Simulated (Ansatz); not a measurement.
# InP: the cost of one run

Program: Ansatz 0.2.0. Level of theory: DFT r2SCAN, scalar-relativistic, plane waves, PAW. These are calculated values, not measurements.

The COD entry's cell or inner coordinates are ideal or old and differ from later refinements, so a difference from it is no clean test against experiment.

## 1. Starting point

It takes space group F-43m (No. 216, cubic). Conventional cell: a = 5.861 Å, b = 5.861 Å, c = 5.861 Å, α = 90.00°, β = 90.00°, γ = 90.00°. In (site symmetry -43m) has 4 P at 2.54 Å as nearest neighbours. P (site symmetry -43m) is surrounded by 4 In at 2.54 Å.

Coordinates:

```
In P
1.0
     5.86100    0.00000    0.00000
     0.00000   -5.86100    0.00000
     0.00000    0.00000   -5.86100
In P
4 4
Direct
  0.00000 0.50000 0.50000
  0.50000 0.00000 0.50000
  0.50000 0.50000 0.00000
  0.00000 0.00000 0.00000
  0.75000 0.75000 0.75000
  0.25000 0.25000 0.75000
  0.25000 0.75000 0.25000
  0.75000 0.25000 0.25000
```

No relaxation comes first: the listed cell is the starting point.

## 2. The reference: the undisturbed cell on the scan's mesh

Contents of input.yaml:

```yaml
crystal:
  lattice:
    - [5.861, 0.0, 0.0]
    - [0.0, -5.861, 0.0]
    - [0.0, 0.0, -5.861]
  atoms:
    - { symbol: In, position: [0.0, 0.5, 0.5] }
    - { symbol: In, position: [0.5, 0.0, 0.5] }
    - { symbol: In, position: [0.5, 0.5, 0.0] }
    - { symbol: In, position: [0.0, 0.0, 0.0] }
    - { symbol: P, position: [0.75, 0.75, 0.75] }
    - { symbol: P, position: [0.25, 0.25, 0.75] }
    - { symbol: P, position: [0.25, 0.75, 0.25] }
    - { symbol: P, position: [0.75, 0.25, 0.25] }
basis:
  ecutwfc: 500
kpoints:
  mp_grid: { grid: [6, 6, 6] }
hamiltonian:
  xc: r2scan
scf:
  occupations: { method: gaussian, width: 0.05 }
output:
  forces: true
  stress: true
  eigenvalues: true
  write_density: true
  write_potential: true
  elf: true
  volumetric_format: npy
```

Started as:

```
ansatz run input.yaml --threads 2 --pin off --max-ram 5120MiB --backend cpu --events-out ev --progress --plain --runs-dir out
```

**Question.** How long does this run take on 2 threads of Arm Neoverse V2, shared host, and how much memory does it need?

About 19 s, with a peak of 0.77 GiB.
